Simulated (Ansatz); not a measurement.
# CH₅Cl₂FNSi₂ radical: how energies converge with the basis set

How large a basis does CH₅Cl₂FNSi₂ radical need? Two functionals are run in growing sets.

Program: Ansatz 0.2.0, Gaussian basis. Level of theory: one geometry, several basis sets. These are calculated values, not measurements.

The runs, in order: PBE0-D4/def2-SVP; ωB97M-V/def2-SVP; PBE0-D4/def2-QZVPP; ωB97M-V/def2-QZVPP; the functionals' def2-TZVPP values are taken from earlier runs.

### Step 1. The relaxed structure

All runs share one geometry, relaxed beforehand with PBE0-D4 in a triple-zeta def2 set.

SMILES `CN([SiH]Cl)[SiH](F)Cl`, 12 atoms, charge 0, spin multiplicity 2.

Atoms are counted from 1 here; the program's logs count them from 0.

Bond lengths: C1–N2 1.470 Å, C1–H8 1.092 Å, C1–H9 1.092 Å, C1–H10 1.093 Å, N2–Si3 1.723 Å, N2–Si5 1.704 Å, Si3–Cl4 2.065 Å, Si3–H11 1.488 Å, Si5–F6 1.590 Å, Si5–Cl7 2.039 Å, Si5–H12 1.471 Å. Angles: N2–C1–H8 110.1°, N2–C1–H9 110.7°, N2–C1–H10 111.2°, H8–C1–H9 107.7°, H8–C1–H10 108.4°, H9–C1–H10 108.7°, C1–N2–Si3 120.0°, C1–N2–Si5 119.1°, Si3–N2–Si5 120.6°, N2–Si3–Cl4 113.0°, N2–Si3–H11 107.4°, Cl4–Si3–H11 106.8°, N2–Si5–F6 110.1°, N2–Si5–Cl7 111.4°, N2–Si5–H12 109.7°, F6–Si5–Cl7 105.3°, F6–Si5–H12 109.7°, Cl7–Si5–H12 110.6°.

### Step 2. PBE0-D4 in def2-SVP

in.yaml reads:

```yaml
crystal:
  periodic: [false, false, false]
  atoms:
    - {symbol: C, position_ang: [0.973007, -0.908510, 0.457462]}
    - {symbol: N, position_ang: [-0.183315, -0.051379, 0.158947]}
    - {symbol: Si, position_ang: [-1.698666, -0.762524, -0.249907]}
    - {symbol: Cl, position_ang: [-1.935088, -1.048276, -2.281238]}
    - {symbol: Si, position_ang: [0.037578, 1.635131, 0.061775]}
    - {symbol: F, position_ang: [0.539807, 2.201466, 1.459746]}
    - {symbol: Cl, position_ang: [1.502158, 2.116785, -1.272680]}
    - {symbol: H, position_ang: [0.634940, -1.878211, 0.828142]}
    - {symbol: H, position_ang: [1.597949, -0.456912, 1.231114]}
    - {symbol: H, position_ang: [1.583898, -1.074033, -0.433870]}
    - {symbol: H, position_ang: [-1.743744, -2.109211, 0.382277]}
    - {symbol: H, position_ang: [-1.231425, 2.280575, -0.307769]}
basis:
  gaussian: {orbitals: def2-SVP}
magnetization: {spin_polarized: true, initial_magnetization: 1}
hamiltonian: {xc: pbe0, dispersion: d4}
output: {orbitals: {seedname: orbitals}}
```

After this run come: ωB97M-V in def2-SVP; PBE0-D4 in def2-QZVPP; ωB97M-V in def2-QZVPP.

Q: Predict the results of all the runs planned. Wanted: PBE0-D4: double and triple zeta above quadruple; ωB97M-V: double and triple zeta above quadruple.

The runs gave:

| quantity | value |
| --- | --- |
| PBE0-D4: double and triple zeta above quadruple | 22.48, 1.59 eV |
| ωB97M-V: double and triple zeta above quadruple | 22.46, 1.50 eV |

PBE0-D4 gains 20.89 eV from double to triple zeta, then 1.59 eV more. Total energies overstate the basis error of differences, where much of it tends to cancel.
